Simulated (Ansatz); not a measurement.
What does this script print? It uses Ansatz 0.2.0, Python API.

`zrin.py`:
```python
"""Relative energies of ZrIn phases, after relaxing cells and atoms."""

import ansatz
import numpy as np
import spglib


def ground_state(name, crystal):
    calc = (
        crystal.calculation()
        .functional("lda")
        .basis(19 * ansatz.Ha)
        .kpoints(spacing=0.27)
        .occupations("gaussian", width=0.1)
        .stress()
        .band_table()
    )
    calc = calc.relax(force_tolerance=0.03, max_steps=30, cell=True)
    return calc.run(threads=1, pin="off")


def space_group(outcome):
    sites = outcome.report["lattice"]["sites"]
    kinds = sorted({site["symbol"] for site in sites})
    cell = (outcome.lattice.cell_ang, [site["position_frac"] for site in sites], [kinds.index(site["symbol"]) for site in sites])
    return spglib.get_spacegroup(cell, symprec=0.01)


def pressure_gpa(outcome):
    return float(np.trace(outcome.report["stress_gpa"]) / 3)


def volume_per_atom(outcome):
    return abs(np.linalg.det(outcome.lattice.cell_ang)) / len(outcome.lattice.sites)

phases = {}
r_3m = (
    ansatz.Lattice.from_parameters(5.451832, 5.451832, 5.451832, alpha=34.53533, beta=34.53533, gamma=34.53533)
    .atom("Zr", [0.5, 0.5, 0.5])
    .atom("In", [0.0, 0.0, 0.0])
)
phases["R-3m"] = r_3m
p4_mmm = (
    ansatz.Lattice.from_parameters(3.14065, 3.14065, 4.4541, alpha=90, beta=90, gamma=90)
    .space_group(123, hermann_mauguin="P4/mmm")
    .atom("Zr", [0.0, 0.0, 0.0])
    .atom("In", [0.5, 0.5, 0.5])
)
phases["P4/mmm"] = p4_mmm

done = {}
for name, crystal in phases.items():
    try:
        done[name] = ground_state(name, crystal)
    except ansatz.NonConvergedError as error:
        print(name, "did not converge:", str(error)[:120])

energy = {name: o.report["energy_sigma0_ev"] / len(o.lattice.sites) for name, o in done.items()}
lowest = min(energy.values())
rows = [(name, len(o.lattice.sites), 1000 * (energy[name] - lowest), space_group(o), pressure_gpa(o), volume_per_atom(o)) for name, o in done.items()]
rows.sort(key=lambda row: row[2])
print("     phase       atoms  dE (meV/atom)  space group     P (GPa)  V (A^3/atom)")
for row in rows:
    print(f"{str(row[0]):>10}  {row[1]:10d}  {row[2]:13.1f}  {str(row[3]):>11}  {row[4]:10.2f}  {row[5]:12.3f}")
print("order:", " < ".join(row[0] for row in rows))
```

```console
$ python zrin.py
     phase       atoms  dE (meV/atom)  space group     P (GPa)  V (A^3/atom)
    P4/mmm           2            0.0  P4/mmm (123)        0.03        20.623
      R-3m           2          179.1   R-3m (166)        0.00        21.459
order: P4/mmm < R-3m
```

By space group at the end of each run: P4/mmm (+0 meV an atom, 20.6 Å³) and R-3m (+179 meV an atom, 21.5 Å³).

Caveats:
- The run is spin-unpolarised.
- Pressure is positive in compression.
- The cells come from databases of deposited and of computed structures, and not all need be stable phases.
- The ranking holds among these structures alone, at zero temperature; the ground state may be another structure. Differences under about 40 meV an atom lie within the error of mesh and functional.
- It ran for 44 s on 1 thread of Arm Neoverse V2, on a shared host, peak memory 0.46 GiB.

(Lines on the test bed's own set-up are left out of the output.)
